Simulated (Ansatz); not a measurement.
**C2H4SeSi: small, medium and large basis sets**

The task here is to estimate one member of a computed series from the others.

The runs use Ansatz 0.2.0, Gaussian basis; one geometry, several basis sets.

The runs, in order: PBE0-D4/def2-SVP; ωB97M-V/def2-SVP; PBE0-D4/def2-QZVPP; ωB97M-V/def2-QZVPP; the functionals' def2-TZVPP values are taken from earlier runs.

**The geometry**

An earlier PBE0-D4 in a triple-zeta def2 set relaxation fixed the geometry.

SMILES `C#C[Se][SiH3]`, 8 atoms, charge 0, spin multiplicity 1.

Atoms are counted from 1 here; the program's logs count them from 0.

Bond lengths: C1–C2 1.204 Å, C1–H5 1.065 Å, C2–Se3 1.826 Å, Se3–Si4 2.294 Å, Si4–H6 1.481 Å, Si4–H7 1.481 Å, Si4–H8 1.484 Å. Angles: C2–C1–H5 179.9°, C1–C2–Se3 178.7°, C2–Se3–Si4 93.7°, Se3–Si4–H6 109.9°, Se3–Si4–H7 109.9°, Se3–Si4–H8 104.8°, H6–Si4–H7 110.4°, H6–Si4–H8 110.9°, H7–Si4–H8 110.9°.

The first run:

in.yaml

```yaml
crystal:
  periodic: [false, false, false]
  atoms:
    - {symbol: C, position_ang: [1.822351, 1.309123, -0.895659]}
    - {symbol: C, position_ang: [1.425727, 0.584947, -0.019288]}
    - {symbol: Se, position_ang: [0.860799, -0.510014, 1.328156]}
    - {symbol: Si, position_ang: [-1.227500, -0.793333, 0.422143]}
    - {symbol: H, position_ang: [2.174920, 1.949554, -1.669549]}
    - {symbol: H, position_ang: [-1.915793, 0.514770, 0.323460]}
    - {symbol: H, position_ang: [-1.115747, -1.420965, -0.915092]}
    - {symbol: H, position_ang: [-1.932757, -1.691283, 1.370029]}
basis:
  gaussian: {orbitals: def2-SVP}
hamiltonian: {xc: pbe0, dispersion: d4}
output: {orbitals: {seedname: orbitals}}
```

Run with:

```bash
ansatz run in.yaml --threads 2 --pin off --events-out ev --progress --plain --max-ram 4352MiB
```

Steps of the session up to this table: PBE0-D4 in def2-SVP; ωB97M-V in def2-SVP; PBE0-D4 in def2-QZVPP; ωB97M-V in def2-QZVPP.

One table of the session follows, with a row left open; its other results are not shown here.

It belongs to the step «Functionals by basis». 

| functional | basis | HOMO (eV) | LUMO (eV) |
| --- | --- | --- | --- |
| PBE0-D4 | def2-SVP | -6.70 | -0.25 |
| PBE0-D4 | def2-TZVPP | -6.78 | -0.50 |
| PBE0-D4 | def2-QZVPP | ? | ? |
| ωB97M-V | def2-SVP | -8.75 | 1.76 |
| ωB97M-V | def2-TZVPP | -8.86 | 1.28 |
| ωB97M-V | def2-QZVPP | -8.87 | 1.01 |

Estimate the missing values for PBE0-D4, def2-QZVPP.

As computed: HOMO (eV): -6.80; LUMO (eV): -0.58. In the column «HOMO (eV)» it lies between ωB97M-V, def2-SVP (-8.75) and PBE0-D4, def2-TZVPP (-6.78).
